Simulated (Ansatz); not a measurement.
**CH5AlFN: one species, many methods**

How much do the methods differ for CH5AlFN? The plan is to run it at one geometry with functionals of several rungs and with coupled cluster. The yardstick is the atomisation energy at the CCSD(T) limit.

Program: Ansatz 0.2.0, Gaussian basis. Level of theory: functionals in def2-TZVPP, the program's frozen cores in correlated methods. These are calculated values, not measurements.

Levels to be run: LDA (SPW92), PBE-D4, revPBE-D4, BLYP-D4, r2SCAN-D4, B97M-V, PBE0-D4, B3LYP-D4, r2SCANh-D4, r2SCAN0-D4, HSE06-D4, BHLYP-D4, CAM-B3LYP-D4, LC-ωPBE, ωB97X-V, ωB97M-V, B2PLYP, PBE-QIDH; CCSD(T)/def2-SVP; CCSD(T)/def2-TZVPP; CCSD(T)/def2-QZVPP; extrapolation to the limit; RPA on PBE.

## Step 1: The geometry

The geometry comes from an earlier relaxation with PBE0-D4 in a triple-zeta def2 set; it is a stationary point, not always the lowest conformer.

SMILES `C[NH][AlH][F]`, 9 atoms, charge 0, spin multiplicity 1.

Atoms are counted from 1 here; the program's logs count them from 0.

Bond lengths: C1–N2 1.448 Å, C1–H5 1.096 Å, C1–H6 1.093 Å, C1–H7 1.096 Å, N2–Al3 1.758 Å, N2–H8 1.009 Å, Al3–F4 1.652 Å, Al3–H9 1.571 Å. Angles: N2–C1–H5 112.3°, N2–C1–H6 110.0°, N2–C1–H7 112.3°, H5–C1–H6 107.1°, H5–C1–H7 107.8°, H6–C1–H7 107.1°, C1–N2–Al3 127.2°, C1–N2–H8 112.3°, Al3–N2–H8 120.5°, N2–Al3–F4 117.9°, N2–Al3–H9 122.1°, F4–Al3–H9 120.1°.

As a file:

```xyz
9
charge 0, multiplicity 1
C    -0.4985    0.8345   -0.8361
N    -0.0095   -0.4424   -0.3593
Al    0.6503   -0.8017    1.2302
F     1.1431   -2.3495    1.5293
H    -1.5575    0.7965   -1.1164
H    -0.4014    1.5890   -0.0508
H     0.0647    1.1984   -1.7031
H    -0.0810   -1.1659   -1.0588
H     0.7783    0.2948    2.3478
```

## Step 2: LDA

This LDA is Slater exchange with PW92 correlation.

The input, in.yaml:

```yaml
crystal:
  periodic: [false, false, false]
  atoms:
    - {symbol: C, position_ang: [-0.498543, 0.834509, -0.836096]}
    - {symbol: N, position_ang: [-0.009535, -0.442439, -0.359317]}
    - {symbol: Al, position_ang: [0.650334, -0.801679, 1.230183]}
    - {symbol: F, position_ang: [1.143074, -2.349533, 1.529317]}
    - {symbol: H, position_ang: [-1.557519, 0.796532, -1.116358]}
    - {symbol: H, position_ang: [-0.401393, 1.588960, -0.050828]}
    - {symbol: H, position_ang: [0.064670, 1.198443, -1.703113]}
    - {symbol: H, position_ang: [-0.081021, -1.165891, -1.058825]}
    - {symbol: H, position_ang: [0.778333, 0.294798, 2.347838]}
basis:
  gaussian: {orbitals: def2-TZVPP}
hamiltonian: {xc: lda}
output: {orbitals: {seedname: orbitals}}
```

Started as:

```console
$ ansatz run in.yaml --threads 2 --pin off --events-out ev --progress --plain --max-ram 32768MiB --backend cpu
```

Further steps of the session: PBE-D4 (GGA); revPBE-D4 (GGA); BLYP-D4 (GGA); r2SCAN-D4 (meta-GGA); B97M-V (meta-GGA); B3LYP-D4 (hybrid); r2SCANh-D4 (hybrid); r2SCAN0-D4 (hybrid); HSE06-D4 (hybrid); BHLYP-D4 (hybrid); CAM-B3LYP-D4 (range-separated); LC-ωPBE (range-separated); ωB97X-V (range-separated); ωB97M-V (range-separated); B2PLYP (double hybrid); PBE-QIDH (double hybrid); CCSD(T) in def2-SVP; CCSD(T) in def2-TZVPP; CCSD(T) in def2-QZVPP; RPA on PBE orbitals.

Q: Predict the results of all the runs planned. Wanted: atomisation energy, CCSD(T)/CBS; farthest beyond LDA; mean size of error, GGA; mean size of error, meta-GGA; mean size of error, hybrid; mean size of error, range-separated; mean size of error, double hybrid; gap, smallest and largest; T1 diagnostic.

The runs gave:

| quantity | value |
| --- | --- |
| atomisation energy, CCSD(T)/CBS | 3261.6 kJ/mol |
| functionals within 16.3 kJ/mol (0.5 %) | BLYP-D4, r2SCAN-D4, B97M-V, B3LYP-D4, CAM-B3LYP-D4, LC-ωPBE, ωB97X-V, ωB97M-V |
| farthest beyond LDA | BHLYP-D4 (-100.3 kJ/mol) |
| mean size of error, GGA | 28.6 kJ/mol |
| mean size of error, meta-GGA | 8.1 kJ/mol |
| mean size of error, hybrid | 45.5 kJ/mol |
| mean size of error, range-separated | 8.0 kJ/mol |
| mean size of error, double hybrid | 41.1 kJ/mol |
| gap, smallest and largest | 4.69 eV (LDA (SPW92)), 11.63 eV (LC-ωPBE) |
| T1 diagnostic | 0.0116 |
| triples share of the correlation energy | 3.2 % |

The LDA atomisation energy is off by 417.3 kJ/mol (13 %): it overbinds. PBE-D4 is off by +28.1 kJ/mol. Double hybrids carry the basis error of their MP2 part in triple zeta, and no dispersion term here, so their miss is partly the set-up's. The rungs range-separated, meta-GGA miss on average by less than the doubt on the reference (16.3 kJ/mol), so they tie. The reference freezes the cores and leaves out relativity and excitations past (T), so misses under about 16.3 kJ/mol can't be ranked. Hartree-Fock recovers 73 % of the binding; the rest is correlation. CCSD(T) in def2-SVP is off by -195.5 kJ/mol, worse than the median functional, from the basis alone. The gap grows from 4.7 to 11.6 eV across the functionals, mostly with the share of exact exchange.
